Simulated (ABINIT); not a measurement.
TaAs:

```
Ta As
1.0
    -1.72181    1.72181    5.86794
     1.72181   -1.72181    5.86794
     1.72181    1.72181   -5.86794
Ta As
2 2
Direct
  0.49997 0.49997 0.00000
  0.24997 0.74997 0.50000
  0.08263 0.08263 0.00000
  0.83263 0.33263 0.50000
```

The cell is a database's computed one.

Base run:

| Property | Result |
| --- | --- |
| Program | ABINIT 10.8.3 (patched build) |
| Functional | PBE |
| Potentials or basis | JTH PAW PBE v2.0 |
| Cutoff | 517 eV |
| k mesh | 7 × 7 × 7 |
| Occupations | fermi-dirac, width 0.05 eV |
| Spin | no spin polarisation |

Its results: band gap on the k mesh 0.06 eV, direct; pressure 2.1 GPa; largest force 0.029 eV/Å.

Task: The run is repeated on the same cell with these changes: functional from PBE to PBEsol. What comes out?

Result: Band gap on the k mesh 0.07 eV, direct; pressure -3.7 GPa; largest force 0.026 eV/Å.

PBEsol binds more tightly than PBE, so the same cell stands under less pressure.

Caveats: spin-orbit coupling is left out, which moves the levels of the heavy elements; an odd mesh through Γ misses points on the zone boundary, where band edges often lie; the PAW data sets were made with another functional, which shifts forces and pressure a little (some runs).
